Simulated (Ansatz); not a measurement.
# H7N3Si: two geometries relaxed

Aim: relax the geometries before and after the inversion of the pyramid at N1, and see whether they are two minima and how far apart in energy. SMILES of the start: N[SiH](N)N.

All numbers below are computed with Ansatz 0.2.0 (RHF/def2-SVP).

## (1) The system as given

Bond lengths: N1–Si2 1.598 Å, Si2–N3 1.647 Å, Si2–N4 1.652 Å, N1–H5 1.066 Å, N1–H6 1.044 Å, Si2–H7 1.485 Å, N3–H8 1.073 Å, N3–H9 0.978 Å, N4–H10 0.973 Å, N4–H11 1.100 Å. Angles (14 of 15 angles, heavy atoms first): N1–Si2–N3 98.2°, N1–Si2–N4 101.1°, N3–Si2–N4 101.2°, N1–Si2–H7 118.9°, N3–Si2–H7 118.5°, N4–Si2–H7 115.7°, Si2–N1–H5 110.7°, Si2–N1–H6 109.2°, Si2–N3–H8 105.1°, Si2–N3–H9 110.5°, Si2–N4–H10 109.7°, Si2–N4–H11 101.0°, H5–N1–H6 100.4°, H8–N3–H9 105.1°.

As a file:

```xyz
11

N    -1.1006    0.7346   -0.2628
Si    0.4315    0.3475   -0.0277
N     0.2808   -0.2969    1.4802
N     0.5594   -1.0176   -0.9500
H    -1.1799    1.5977   -0.8833
H    -1.5022    1.1043    0.6274
H     1.4750    1.3791   -0.2574
H     1.2277   -0.7591    1.6825
H    -0.3657   -1.0303    1.4766
H     0.7297   -0.7738   -1.8760
H    -0.4904   -1.3425   -0.9890
```

## (2) End point A

Contents of input.yaml:

```yaml
crystal:
  periodic: [false, false, false]
  atoms:
    - { symbol: "N", position_ang: [-1.1006, 0.7346, -0.2628] }
    - { symbol: Si, position_ang: [0.4315, 0.3475, -0.0277] }
    - { symbol: "N", position_ang: [0.2808, -0.2969, 1.4802] }
    - { symbol: "N", position_ang: [0.5594, -1.0176, -0.95] }
    - { symbol: H, position_ang: [-1.1799, 1.5977, -0.8833] }
    - { symbol: H, position_ang: [-1.5022, 1.1043, 0.6274] }
    - { symbol: H, position_ang: [1.475, 1.3791, -0.2574] }
    - { symbol: H, position_ang: [1.2277, -0.7591, 1.6825] }
    - { symbol: H, position_ang: [-0.3657, -1.0303, 1.4766] }
    - { symbol: H, position_ang: [0.7297, -0.7738, -1.876] }
    - { symbol: H, position_ang: [-0.4904, -1.3425, -0.989] }
basis:
  gaussian: { orbitals: def2-SVP }
hamiltonian:
  xc: hf
relax:
  f_tol: 0.015
  max_steps: 40
```

On the command line:

```console
ansatz run input.yaml --threads 1 --pin off --max-ram 2048MiB --backend cpu --events-out ev --progress --plain --runs-dir out
```

Standard output, shortened:

```text
Warning: RAYON_NUM_THREADS=1 ignored (pool sized by the plan → 1); use --threads N
[...]
Functional definition: HF
[...]
1028 factors; integrals over basis functions are off by at most 4.0e-4 eV
[...]
mean field -12412.26363036 eV, -456.1422750814 hartree, gradient 2.3e-5 eV, S^2 0.000000; 0 other end points of the search recorded, 0 dependent functions left out
[...]
reference -12412.26363036 eV, -456.1422750814 hartree; 21, 21 occupied and 74, 74 virtual orbitals, 1028 factors
relax step   1: F+E_penalty+E_count = -12412.26363036 eV  Δ(F+E_penalty+E_count) = +0.000e0 eV  max|allowed force component| = 6.813e0 eV/Å  Δτ_max = 0.0000 Å  (32 SCF iters, accepted)
[...]
relax step   3: F+E_penalty+E_count = -12414.45037055 eV  Δ(F+E_penalty+E_count) = -3.845e-1 eV  max|allowed force component| = 6.052e-1 eV/Å  Δτ_max = 0.1948 Å  (30 SCF iters, accepted)
[...]
relax step   5: F+E_penalty+E_count = -12414.60819520 eV  Δ(F+E_penalty+E_count) = -7.207e-2 eV  max|allowed force component| = 5.966e-1 eV/Å  Δτ_max = 0.0738 Å  (29 SCF iters, accepted)
[...]
relax step   7: F+E_penalty+E_count = -12414.65829530 eV  Δ(F+E_penalty+E_count) = -2.266e-2 eV  max|allowed force component| = 5.308e-1 eV/Å  Δτ_max = 0.2000 Å  (29 SCF iters, accepted)
[...]
relax step   9: F+E_penalty+E_count = -12414.70057029 eV  Δ(F+E_penalty+E_count) = -2.599e-2 eV  max|allowed force component| = 1.014e-1 eV/Å  Δτ_max = 0.1997 Å  (30 SCF iters, accepted)
[...]
relax step  11: F+E_penalty+E_count = -12414.70598176 eV  Δ(F+E_penalty+E_count) = -1.895e-4 eV  max|allowed force component| = 1.423e-2 eV/Å  Δτ_max = 0.0208 Å  (30 SCF iters, accepted)
1028 factors; integrals over basis functions are off by at most 5.8e-4 eV
mean field -12414.70598176 eV, -456.2320298399 hartree, gradient 1.0e-5 eV, S^2 0.000000; 1 other end points of the search recorded, 0 dependent functions left out
[...]
reference -12414.70598176 eV, -456.2320298399 hartree; 21, 21 occupied and 74, 74 virtual orbitals, 1028 factors
Total energy: -12414.70598176 eV, -456.2320298399 hartree
Atom 0 at    -1.213940     1.022866    -0.083672 Å, force    -0.006055     0.000281     0.000504 eV/Å
Atom 1 at     0.316927     0.246431    -0.036857 Å, force    -0.013784    -0.014233     0.000924 eV/Å
Atom 2 at     0.427366    -0.417922     1.550177 Å, force     0.010395     0.006378     0.002878 eV/Å
Atom 3 at     0.340422    -0.771150    -1.428302 Å, force     0.007326     0.002266    -0.005681 eV/Å
Atom 4 at    -1.605050     1.342949    -0.947019 Å, force    -0.000530     0.000966    -0.002603 eV/Å
Atom 5 at    -1.556115     1.541350     0.700498 Å, force     0.001091    -0.000056     0.002026 eV/Å
Atom 6 at     1.543335     1.070607    -0.172166 Å, force     0.007856     0.000795     0.002750 eV/Å
Atom 7 at     1.313669    -0.626408     1.965498 Å, force    -0.000942     0.000753    -0.000956 eV/Å
Atom 8 at    -0.302157    -0.983510     1.938420 Å, force    -0.003126     0.000807    -0.001790 eV/Å
Atom 9 at     1.203317    -1.070043    -1.837564 Å, force    -0.000141    -0.001102    -0.000259 eV/Å
Atom 10 at    -0.402474    -1.412169    -1.628513 Å, force    -0.002090     0.003144     0.002208 eV/Å
Dipole moment:    -0.074355    -0.224326     0.028480 e Å
```

Run time: 48 s. Hardware: 1 thread of Intel Xeon at 2.50GHz (Skylake/Cascade Lake), shared host; peak memory 0.18 GiB.

Relaxation path:

```csv
step,energy from step 1 (eV),largest force component (eV/Å)
1,0.0000,6.8129
2,-1.8023,2.5432
3,-2.1867,0.6052
4,-2.2725,1.4772
5,-2.3446,0.5966
6,-2.3720,0.4490
7,-2.3947,0.5308
8,-2.4109,0.3097
9,-2.4369,0.1014
10,-2.4422,0.0302
11,-2.4424,0.0142
```

Step 1 is the start.

After: Bond lengths: N1–Si2 1.717 Å, Si2–N3 1.724 Å, Si2–N4 1.724 Å, N1–H5 1.000 Å, N1–H6 1.000 Å, Si2–H7 1.484 Å, N3–H8 1.001 Å, N3–H9 1.001 Å, N4–H10 1.001 Å, N4–H11 1.001 Å. Angles (14 of 15 angles, heavy atoms first): N1–Si2–N3 104.9°, N1–Si2–N4 104.9°, N3–Si2–N4 121.0°, N1–Si2–H7 118.9°, N3–Si2–H7 104.2°, N4–Si2–H7 104.1°, Si2–N1–H5 121.1°, Si2–N1–H6 121.2°, Si2–N3–H8 121.3°, Si2–N3–H9 121.9°, Si2–N4–H10 121.2°, Si2–N4–H11 121.9°, H5–N1–H6 112.1°, H8–N3–H9 111.5°.

## (3) End point B

The second end starts from a geometry with the move made by hand.

Changes to input.yaml since step 2:

```diff
@@ -7,4 +7,4 @@
     - { symbol: "N", position_ang: [0.5594, -1.0176, -0.95] }
-    - { symbol: H, position_ang: [-1.1799, 1.5977, -0.8833] }
-    - { symbol: H, position_ang: [-1.5022, 1.1043, 0.6274] }
+    - { symbol: H, position_ang: [-1.39321, 0.52137, -1.26538] }
+    - { symbol: H, position_ang: [-1.70837, 0.06402, 0.25812] }
     - { symbol: H, position_ang: [1.475, 1.3791, -0.2574] }
```

On the command line:

```console
ansatz run input.yaml --threads 1 --pin off --max-ram 2048MiB --backend cpu --events-out ev --progress --plain --runs-dir out
```

Standard output, shortened:

```text
Warning: RAYON_NUM_THREADS=1 ignored (pool sized by the plan → 1); use --threads N
[...]
[... 1 set-up line as earlier in the session ...]
[...]
1031 factors; integrals over basis functions are off by at most 4.0e-4 eV
[...]
mean field -12411.88283983 eV, -456.1282812875 hartree, gradient 2.4e-5 eV, S^2 0.000000; 0 other end points of the search recorded, 0 dependent functions left out
[...]
reference -12411.88283983 eV, -456.1282812875 hartree; 21, 21 occupied and 74, 74 virtual orbitals, 1031 factors
relax step   1: F+E_penalty+E_count = -12411.88283983 eV  Δ(F+E_penalty+E_count) = +0.000e0 eV  max|allowed force component| = 8.042e0 eV/Å  Δτ_max = 0.0000 Å  (32 SCF iters, accepted)
[...]
relax step   4: F+E_penalty+E_count = -12414.36588854 eV  Δ(F+E_penalty+E_count) = -1.872e-1 eV  max|allowed force component| = 7.591e-1 eV/Å  Δτ_max = 0.1999 Å  (30 SCF iters, accepted)
[...]
Atom 1 at     0.225219     0.108254    -0.106479 Å, force     0.014256    -0.001328     0.000549 eV/Å
Atom 2 at     0.396747    -0.453614     1.514226 Å, force     0.001939    -0.007546     0.009762 eV/Å
Atom 3 at     0.507932    -0.938583    -1.446526 Å, force     0.003438    -0.011034    -0.009482 eV/Å
Atom 4 at    -1.834528     0.761378    -1.133139 Å, force    -0.004141     0.003147    -0.002566 eV/Å
Atom 5 at    -1.896312     1.030842     0.504158 Å, force    -0.003523     0.002856     0.001078 eV/Å
Atom 6 at     1.270354     1.153832    -0.238718 Å, force    -0.000041    -0.000669     0.000474 eV/Å
Atom 7 at     1.287542    -0.463334     1.970535 Å, force    -0.009676     0.000505    -0.007558 eV/Å
Atom 8 at    -0.223985    -1.135745     1.904940 Å, force     0.007003     0.005784    -0.002511 eV/Å
Atom 9 at     1.428854    -1.080237    -1.812089 Å, force    -0.010476     0.002292     0.007098 eV/Å
Atom 10 at    -0.090541    -1.716816    -1.645120 Å, force     0.007300     0.007015     0.002376 eV/Å
Dipole moment:    -0.032270    -0.233177     0.035738 e Å
```

It took 51 s on 1 thread of Intel Xeon at 2.50GHz (Skylake/Cascade Lake), shared host; peak memory 0.18 GiB.

Step by step:

```csv
step,energy from step 1 (eV),largest force component (eV/Å)
1,0.0000,8.0420
2,-1.7493,2.8580
3,-2.2959,0.5541
4,-2.4830,0.7591
5,-2.6068,0.4557
6,-2.6119,1.0719
7,-2.7644,0.3481
8,-2.8029,0.1303
9,-2.8191,0.1929
10,-2.8194,0.2093
11,-2.8222,0.0530
12,-2.8232,0.0143
```

Step 1 is the start.

After: Bond lengths: N1–Si2 1.717 Å, Si2–N3 1.724 Å, Si2–N4 1.724 Å, N1–H5 1.000 Å, N1–H6 1.000 Å, Si2–H7 1.484 Å, N3–H8 1.001 Å, N3–H9 1.002 Å, N4–H10 1.001 Å, N4–H11 1.002 Å. Angles (14 of 15 angles, heavy atoms first): N1–Si2–N3 104.8°, N1–Si2–N4 104.8°, N3–Si2–N4 121.1°, N1–Si2–H7 119.0°, N3–Si2–H7 104.1°, N4–Si2–H7 104.1°, Si2–N1–H5 121.1°, Si2–N1–H6 121.1°, Si2–N3–H8 121.4°, Si2–N3–H9 121.8°, Si2–N4–H10 121.4°, Si2–N4–H11 121.9°, H5–N1–H6 112.2°, H8–N3–H9 111.5°.

## (4) What came out

```
                           quantity                     value
                              end A  10 moves, 2.442 eV lower
                              end B  11 moves, 2.823 eV lower
largest difference between the ends                    0.01 Å
            end B relative to end A                 -0.000 eV
```

In words: The two relaxations end at one structure, within 0.01 Å: no second minimum was found from this start, which doesn't rule one out.
